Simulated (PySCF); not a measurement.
# C₄H₆OSi: electronic excitations and core binding energies

Wanted: the electronic excitations and core binding energies of C₄H₆OSi (`O=C1CC=C[SiH2]1`), by calculation.

Computed with PySCF 2.14.0, with density-fitted response routines of our own, on a single molecule in the gas phase. Atoms are numbered from 0 throughout.

### Step 1. The starting structure

12 atoms, charge 0, multiplicity 1; geometry from: GFN2-xTB.

Bonds of the start (Å): O0–C1 1.21, C1–C2 1.52, C2–C3 1.49, C3–C4 1.33, C4–Si5 1.88, Si5–C1 1.93, C2–H6 1.09, C2–H7 1.09, C3–H8 1.08, C4–H9 1.08, Si5–H10 1.46, Si5–H11 1.46.

### Step 2. Excited states and response: CAM-B3LYP/def2-SVPD

The job: settings as JSON, then the geometry in Å.

```
{"job": {"kind": "uv", "xc": "CAM-B3LYP", "basis": "def2-SVPD", "nstates": 8, "ntriplets": 3}, "charge": 0, "multiplicity": 1}
O     -0.986329    -1.957936     1.218109
C     -0.490719    -1.025950     0.633375
C     -1.302671     0.152730     0.119384
C     -0.396299     1.130065    -0.556492
C      0.907858     0.874212    -0.620916
Si     1.369546    -0.752805     0.193344
H     -2.073819    -0.212026    -0.566437
H     -1.831957     0.618104     0.956863
H     -0.850346     2.021179    -0.971878
H      1.585804     1.561339    -1.101934
H      1.870168    -1.778840    -0.719680
H      2.199962    -0.630757     1.390235
```

With the program's defaults for keys left out, this is: TDDFT CAM-B3LYP/def2-SVPD, vertical, gas phase, core orbitals frozen in the response.

Launch:

```bash
OMP_NUM_THREADS=1 python probes_run.py task.json out
```

The driver reads the jobs from task.json and runs them one after another.

What it wrote:

```text
coarse grid: 10776 points
cycle   1  E = -520.1328000307  dE =  9.371e-01  |g| = 7.775e-01  |ddm| = 5.178e+00
cycle   2  E = -519.9009693216  dE =  2.318e-01  |g| = 1.386e+00  |ddm| = 2.322e+00
cycle   3  E = -520.2652772956  dE = -3.643e-01  |g| = 8.689e-02  |ddm| = 1.530e+00
cycle   4  E = -520.2668714335  dE = -1.594e-03  |g| = 4.868e-02  |ddm| = 2.083e-01
cycle   5  E = -520.2674803799  dE = -6.089e-04  |g| = 8.339e-03  |ddm| = 8.564e-02
cycle   6  E = -520.2674959018  dE = -1.552e-05  |g| = 4.701e-03  |ddm| = 2.304e-02
cycle   7  E = -520.2675018115  dE = -5.910e-06  |g| = 1.061e-03  |ddm| = 8.203e-03
final grid: 100200 points
cycle   8  E = -520.3558405014  dE = -2.072e-05  |g| = 3.316e-03  |ddm| = 6.097e-02
cycle   9  E = -520.3558384557  dE =  2.046e-06  |g| = 4.755e-03  |ddm| = 1.123e-02
cycle  10  E = -520.3558431033  dE = -4.648e-06  |g| = 6.377e-04  |ddm| = 5.750e-03
cycle  11  E = -520.3558431843  dE = -8.097e-08  |g| = 1.398e-04  |ddm| = 8.590e-04
cycle  12  E = -520.3558431889  dE = -4.634e-09  |g| = 4.718e-05  |ddm| = 3.212e-04
cycle  13  E = -520.3558431895  dE = -6.009e-10  |g| = 1.318e-05  |ddm| = 8.787e-05
converged SCF energy = -520.3558431895

Static polarisability (au): isotropic 72.004, principal 53.885 75.446 86.682

Singlet excitations
state   eV       nm        f      main configurations
  1   3.2278    384.1   0.00065   H->L 0.94
  2   5.6044    221.2   0.00009   H->L+1 0.92
  3   5.8509    211.9   0.01607   H-1->L 0.97
  4   6.3042    196.7   0.03439   H->L+3 0.62, H->L+2 0.22
  5   6.4021    193.7   0.00956   H->L+2 0.62, H->L+3 0.28
  6   7.0868    175.0   0.00383   H-2->L 0.85, H-2->L+1 0.10
  7   7.1046    174.5   0.11474   H-1->L+1 0.74, H->L+5 0.12, H->L+4 0.09
  8   7.3094    169.6   0.00416   H-1->L+2 0.90

Triplet excitations (Tamm-Dancoff, eV): 2.6060 4.2900 5.4300
```

It took 49 s on 1 thread of Arm Neoverse N1, shared host; peak memory 0.75 GiB.

The orbitals next to the gap, with their largest atomic shares:

```tsv
orbital	eV	atoms
HOMO−3	-11.67	Si5 29 %, H11 17 %, H10 17 %
HOMO−2	-10.82	C4 29 %, Si5 23 %, C3 13 %
HOMO−1	-9.28	C4 35 %, C3 32 %, C2 8 %
HOMO	-8.09	O0 48 %, C1 17 %, Si5 13 %
LUMO	-0.25	C1 33 %, O0 27 %, Si5 12 %
LUMO+1	0.75	C4 30 %, C3 28 %, Si5 10 %
LUMO+2	1.06	Si5 34 %, C4 12 %, C3 10 %
```

With each of the 8 states as a Gaussian band of 0.4 eV half-width at 1/e, the curve within the window shown has maxima at 196 nm (ε 2,000), 175 nm (ε 5,000) L/(mol cm). Beyond the last state computed it falls off for lack of states. The curve at chosen wavelengths:

(nm, ε (L/mol/cm)): (163, 1069), (175, 4967), (188, 2111), (200, 1936), (212, 1095), (225, 351), (237, 62), (249, 6), (262, 0), (274, 0), (286, 0), (299, 0), (311, 1), (323, 3), (335, 6), (348, 13), (360, 20), (372, 25), (385, 26), (397, 25), (409, 21), (422, 16), (434, 11), (446, 8), (459, 5), (471, 3)

Leading natural transition orbitals of singlet state 7: the hole lies on C3, C4 about 33 % each; the particle on C3, C4 about 25 % each; H9 11 %; H8 7 %.

Leading natural transition orbitals of singlet state 1: the hole lies on O0 56 %; C1, C2 about 12 % each; Si5 10 %; the particle on C1 48 %; O0 30 %.

Ground-state properties from the same run:

```tsv
property	computed
dipole moment (D)	3.04
polarisability (Å³)	10.67
HOMO–LUMO gap (eV)	7.85
−ε(HOMO) (eV)	8.09
```

Orbitals, density, ELF and potential are computed afterwards from the orbital file.

Frontier orbitals at CAM-B3LYP/def2-SVPD, with the share of their density that lies nearest to each atom:

```tsv
orbital	energy (eV)	lies on
HOMO	-8.09	O0 49 %; C1 16 %; Si5 11 %
LUMO	-0.25	C1 39 %; O0 25 %; Si5 7 %
```

ELF in a plane through or near 8 of the atoms.

Ten even steps from '0' (0.00) to '9' (1.00):
```
0000000000000000000000000000
0000000000000000000000000000
0000000000001221000000000000
0000000001356776531000000000
0000000002689889862000000000
0000000001388448730000000000
0000000000025885200000000000
0000000233377456863111000000
0000001465279549930132100000
0000001352436235176314200000
0000000026997116424013100000
0000000146493856997311000000
0000003899823733476210000000
0000028999953569973000000000
0000004999700599997100000000
0000000354100499998100000000
0000000000000148852000000000
0000000000000000000000000000
0000000000000000000000000000
0000000000000000000000000000
```
The map spans 9.9 Å across and 10.2 Å up, centred on the molecule. Atoms in the plane (x, y in Å): O0 (0.0, 2.5), C1 (0.0, 1.3), C2 (-1.2, 0.5), C3 (-0.9, -1.0), C4 (0.4, -1.3), Si5 (1.6, 0.1), H8 (-1.7, -1.7), H9 (0.7, -2.4).

log10 of the density (e/Å³) in the same plane.

Ten even steps from ' ' (-4.0) to '@' (1.8):
```
                                                        
                    ....::::::::....                    
                ....::------------::..                  
              ....----==++++++++==----....              
            ....::--==****######**==--::..              
          ....::::====**##@@@@##**====::::....          
        ..::::----====****####****====------::::..      
      ..::----==++******##%%@@##**++++++====----::..    
      ..::--==++**##############******++++++==--::....  
      ..::--==++**##@@##**********@@@@##**++==----::..  
      ..::----==++**####**********##%%**++++==----::..  
        ..::--==++**##@@%%########****++++==----::..    
        ..--==++**##########%%@@##**++====----::..      
        ..--==++**##********######**++==--::::..        
        ..::--====++++====++**####++==--::....          
          ..::------------==++++++====--::..            
              ........::::----------::....              
                          ....::......                  
                                                        
                                                        
```
The map spans 9.9 Å across and 10.2 Å up, centred on the molecule. Atoms in the plane (x, y in Å): O0 (0.0, 2.5), C1 (0.0, 1.3), C2 (-1.2, 0.5), C3 (-0.9, -1.0), C4 (0.4, -1.3), Si5 (1.6, 0.1), H8 (-1.7, -1.7), H9 (0.7, -2.4).

On the surface of density 0.002 e/bohr³ the electrostatic potential runs, from the 1st to the 99th percentile, from -1.67 V near O0 to 1.24 V near Si5.

### Step 3. X-ray photoelectron lines: SCAN, X2C

Settings changed since step 2:

```diff
@@ -1,2 +1,2 @@
-{"job": {"kind": "uv", "xc": "CAM-B3LYP", "basis": "def2-SVPD", "nstates": 8, "ntriplets": 3}, "charge": 0, "multiplicity": 1}
+{"job": {"kind": "xps"}, "charge": 0, "multiplicity": 1}
 O     -0.986329    -1.957936     1.218109
```

Method: delta-SCF UKS SCAN, pcX-2 on the ionised atom, pcseg-1 elsewhere, spin-free X2C.

What it wrote:

```text
ground state, core basis on atom 0 (O), 149 functions
  cycle   1  E = -521.10410622  |g| = 8.55e-01
  cycle   2  E = -520.25311136  |g| = 2.13e+00
  cycle   3  E = -521.22798543  |g| = 3.12e-01
  cycle   4  E = -521.24790711  |g| = 1.33e-01
  cycle   5  E = -521.25229585  |g| = 4.10e-02
  cycle   6  E = -521.25261916  |g| = 2.21e-02
  cycle   7  E = -521.25274866  |g| = 5.26e-03
  cycle   8  E = -521.25276058  |g| = 1.64e-03
  cycle   9  E = -521.25275947  |g| = 3.36e-04
  E(ground) = -521.29273106 Eh
hole in O 1s of atom 0
  cycle   1  E = -500.64965238  |g| = 2.22e+00
  cycle   2  E = -499.06605638  |g| = 2.49e+00
  cycle   3  E = -500.92364216  |g| = 9.65e-01
  cycle   4  E = -501.43957341  |g| = 3.52e-01
  cycle   5  E = -501.47725664  |g| = 1.52e-01
  cycle   6  E = -501.48318764  |g| = 8.94e-02
  cycle   7  E = -501.48767794  |g| = 1.24e-02
  cycle   8  E = -501.48774185  |g| = 4.93e-03
  cycle   9  E = -501.48775507  |g| = 1.39e-03
  cycle  10  E = -501.48775728  |g| = 7.52e-04
  cycle  11  E = -501.48775828  |g| = 4.23e-04
  E(ion) = -501.52897071 Eh   <S^2> = 0.7676   hole on atom = 1.000   binding energy = 537.799 eV
ground state, core basis on atom 1 (C), 149 functions
  cycle   1  E = -521.22869716  |g| = 8.41e-02
  cycle   2  E = -521.22412584  |g| = 1.64e-01
  cycle   3  E = -521.22925561  |g| = 3.17e-02
  cycle   4  E = -521.22944376  |g| = 7.89e-03
  cycle   5  E = -521.22945822  |g| = 9.12e-04
  cycle   6  E = -521.22945881  |g| = 5.17e-04
  cycle   7  E = -521.22945697  |g| = 1.10e-04
  E(ground) = -521.27175745 Eh
hole in C 1s of atom 1
  cycle   1  E = -509.90116044  |g| = 1.50e+00
  cycle   2  E = -507.51584674  |g| = 2.45e+00
  cycle   3  E = -507.47682236  |g| = 1.84e+00
  cycle   4  E = -510.11360753  |g| = 8.24e-01
  cycle   5  E = -510.43937994  |g| = 2.46e-01
  cycle   6  E = -510.45733249  |g| = 1.34e-01
  cycle   7  E = -510.46400824  |g| = 8.72e-02
  cycle   8  E = -510.46757908  |g| = 4.00e-02
  cycle   9  E = -510.46822141  |g| = 2.43e-02
  cycle  10  E = -510.46861236  |g| = 7.65e-03
  cycle  11  E = -510.46867466  |g| = 3.99e-03
  cycle  12  E = -510.46869862  |g| = 1.94e-03
  cycle  13  E = -510.46870794  |g| = 1.26e-03
  cycle  14  E = -510.46871208  |g| = 8.46e-04
  cycle  15  E = -510.46871214  |g| = 3.50e-04
  E(ion) = -510.50924085 Eh   <S^2> = 0.8692   hole on atom = 1.000   binding energy = 292.863 eV
ground state, core basis on atom 2 (C), 149 functions
  cycle   1  E = -521.22466665  |g| = 5.98e-02
  cycle   2  E = -521.22442550  |g| = 4.12e-02
  cycle   3  E = -521.22425817  |g| = 5.05e-02
  cycle   4  E = -521.22474839  |g| = 1.11e-02
  cycle   5  E = -521.22477405  |g| = 4.70e-04
  cycle   6  E = -521.22477425  |g| = 1.47e-04
  E(ground) = -521.26711677 Eh
hole in C 1s of atom 2
  cycle   1  E = -509.96194989  |g| = 1.51e+00
  cycle   2  E = -508.74593246  |g| = 2.17e+00
  cycle   3  E = -510.28782767  |g| = 7.45e-01
  cycle   4  E = -510.39102722  |g| = 5.87e-01
  cycle   5  E = -510.52786817  |g| = 1.06e-01
  cycle   6  E = -510.52950776  |g| = 8.60e-02
  cycle   7  E = -510.53339805  |g| = 7.65e-03
  cycle   8  E = -510.53343365  |g| = 3.85e-03
  cycle   9  E = -510.53344335  |g| = 1.88e-03
  cycle  10  E = -510.53344946  |g| = 1.06e-03
  cycle  11  E = -510.53345323  |g| = 7.37e-04
  cycle  12  E = -510.53345624  |g| = 5.86e-04
  cycle  13  E = -510.53345725  |g| = 4.39e-04
  E(ion) = -510.57458770 Eh   <S^2> = 0.7697   hole on atom = 1.000   binding energy = 290.959 eV
ground state, core basis on atom 3 (C), 149 functions
  cycle   1  E = -521.22576181  |g| = 5.91e-02
  cycle   2  E = -521.22555363  |g| = 3.58e-02
  cycle   3  E = -521.22547246  |g| = 3.93e-02
  cycle   4  E = -521.22585160  |g| = 9.07e-03
  cycle   5  E = -521.22587297  |g| = 1.88e-03
  cycle   6  E = -521.22587310  |g| = 3.89e-04
  E(ground) = -521.26805690 Eh
hole in C 1s of atom 3
  cycle   1  E = -509.95382552  |g| = 1.51e+00
  cycle   2  E = -507.56155996  |g| = 2.42e+00
  cycle   3  E = -509.89680437  |g| = 1.12e+00
  cycle   4  E = -510.46065977  |g| = 4.22e-01
  cycle   5  E = -510.51081757  |g| = 2.50e-01
  cycle   6  E = -510.53363415  |g| = 9.48e-02
  cycle   7  E = -510.53784967  |g| = 2.36e-02
  cycle   8  E = -510.53815806  |g| = 1.09e-02
  cycle   9  E = -510.53826141  |g| = 4.53e-03
  cycle  10  E = -510.53829890  |g| = 2.69e-03
  cycle  11  E = -510.53832280  |g| = 1.60e-03
  cycle  12  E = -510.53832919  |g| = 8.84e-04
  cycle  13  E = -510.53833159  |g| = 5.40e-04
  cycle  14  E = -510.53833171  |g| = 1.84e-04
  E(ion) = -510.57945235 Eh   <S^2> = 0.8100   hole on atom = 1.000   binding energy = 290.852 eV
ground state, core basis on atom 4 (C), 149 functions
  cycle   1  E = -521.22565712  |g| = 6.18e-02
  cycle   2  E = -521.22499714  |g| = 5.75e-02
  cycle   3  E = -521.22541979  |g| = 4.02e-02
  cycle   4  E = -521.22585749  |g| = 6.44e-03
  cycle   5  E = -521.22586748  |g| = 1.85e-03
  cycle   6  E = -521.22586849  |g| = 5.61e-04
  cycle   7  E = -521.22586903  |g| = 1.49e-04
  E(ground) = -521.26806659 Eh
hole in C 1s of atom 4
  cycle   1  E = -509.98065027  |g| = 1.51e+00
  cycle   2  E = -507.57975854  |g| = 2.36e+00
  cycle   3  E = -509.93008006  |g| = 1.14e+00
  cycle   4  E = -510.49358809  |g| = 4.07e-01
  cycle   5  E = -510.53375028  |g| = 2.75e-01
  cycle   6  E = -510.56482827  |g| = 8.37e-02
  cycle   7  E = -510.56793589  |g| = 1.92e-02
  cycle   8  E = -510.56810978  |g| = 9.73e-03
  cycle   9  E = -510.56817436  |g| = 2.86e-03
  cycle  10  E = -510.56818407  |g| = 1.25e-03
  cycle  11  E = -510.56818602  |g| = 8.89e-04
  cycle  12  E = -510.56818749  |g| = 2.11e-04
  E(ion) = -510.60933165 Eh   <S^2> = 0.7856   hole on atom = 1.000   binding energy = 290.039 eV
ground state, core basis on atom 5 (Si), 160 functions
  cycle   1  E = -521.31772115  |g| = 2.86e-01
  cycle   2  E = -521.31744330  |g| = 4.93e-02
  cycle   3  E = -521.31575881  |g| = 9.26e-02
  cycle   4  E = -521.31787858  |g| = 1.52e-02
  cycle   5  E = -521.31790947  |g| = 7.13e-03
  cycle   6  E = -521.31792044  |g| = 6.53e-04
  cycle   7  E = -521.31792043  |g| = 1.34e-04
  E(ground) = -521.31864825 Eh
hole in Si 1s of atom 5
  cycle   1  E = -452.39253590  |g| = 4.35e+00
  cycle   2  E = -451.85834543  |g| = 2.43e+00
  cycle   3  E = -452.11887948  |g| = 1.54e+00
  cycle   4  E = -453.30826933  |g| = 5.90e-01
  cycle   5  E = -453.40699140  |g| = 3.22e-01
  cycle   6  E = -453.45057494  |g| = 1.16e-01
  cycle   7  E = -453.45676865  |g| = 5.48e-02
  cycle   8  E = -453.45811973  |g| = 1.78e-02
  cycle   9  E = -453.45829689  |g| = 3.19e-03
  cycle  10  E = -453.45830185  |g| = 9.53e-04
  cycle  11  E = -453.45830289  |g| = 4.89e-04
  E(ion) = -453.46685598 Eh   <S^2> = 0.7528   hole on atom = 1.000   binding energy = 1846.341 eV
hole in Si 2p of atom 5
  cycle   1  E = -517.04923224  |g| = 1.24e+00
  cycle   2  E = -516.39875667  |g| = 1.50e+00
  cycle   3  E = -517.06131286  |g| = 8.12e-01
  cycle   4  E = -517.35888514  |g| = 2.18e-01
  cycle   5  E = -517.36885357  |g| = 1.32e-01
  cycle   6  E = -517.37804208  |g| = 4.96e-02
  cycle   7  E = -517.37916627  |g| = 1.73e-02
  cycle   8  E = -517.37931983  |g| = 4.78e-03
  cycle   9  E = -517.37933311  |g| = 1.37e-03
  cycle  10  E = -517.37933411  |g| = 7.05e-04
  cycle  11  E = -517.37933409  |g| = 3.13e-04
  E(ion) = -517.39126127 Eh   <S^2> = 0.7541   hole on atom = 1.002   binding energy = 106.870 eV
  2p3/2 = 106.648 eV   2p1/2 = 107.271 eV
```

Run time: 2.5 min. Hardware: 1 thread of Arm Neoverse N1, shared host; peak memory 0.64 GiB.

The holes in one table. −ε is the ground-state orbital energy:

```tsv
hole	stands for	environment	ΔSCF (eV; 2p as the shell's mean)	−ε (eV)	⟨S²⟩
O1s on O0	O0	carbonyl oxygen	537.80	516.6	0.768
C1s on C1	C1	carbonyl carbon	292.86 (doubtful)	275.9	0.869
C1s on C2	C2	sp3 CH2 α to a carbonyl	290.96	274.1	0.770
C1s on C3	C3	alkene CH	290.85	274.4	0.810
C1s on C4	C4	alkene CH	290.04	273.6	0.786
Si1s on Si5	Si5	silicon bonded to 2 C, 2 H, in a 5-membered ring	1846.34	1793.4	0.753
Si2p on Si5	Si5	silicon bonded to 2 C, 2 H, in a 5-membered ring	106.86	96.2	0.754
```

Doubtful: the ion did not converge, its hole moved, or its ⟨S²⟩ is well above 0.75.

With the spin-orbit splitting: Si5 2p3/2 106.65, 2p1/2 107.27 eV. The table gives each 2p level as the mean over the whole 2p shell (two parts 2p3/2, one part 2p1/2), which differs a little from the single hole in the log.

### Step 4. Results

| quantity | value |
| --- | --- |
| lowest singlet (CAM-B3LYP/def2-SVPD) | 3.23 eV (384 nm), f = 0.001 |
| brightest single state of those computed | state 7, 7.10 eV, f = 0.115 |
| lowest triplet | 2.61 eV |
| surface potential, 1st and 99th percentile | -1.67 V and 1.24 V |
| C1s binding energies, SCAN/pcX-2 (standing for 3 of 4 atoms) | C2 290.96, C3 290.85, C4 290.04 eV |
| O1s binding energies, SCAN/pcX-2 | O0 537.80 eV |
| Si1s binding energies, SCAN/pcX-2 | Si5 1846.34 eV |
| Si2p binding energies, SCAN/pcX-2 | Si5 106.86 eV |

**Reading.** The lowest singlet, at 3.23 eV, is HOMO→LUMO 0.94 and is dark; of the 8 states computed, the strongest absorption comes from state 7 at 7.10 eV. The lowest triplet lies 0.62 eV below the lowest singlet (triplets in Tamm-Dancoff, singlets in full TDDFT). The C1s levels kept as sound span 0.92 eV, from C4 (alkene CH) up to C2 (sp3 CH2 α to a carbonyl). Only 3 of the 4 C atoms are covered by sound results.
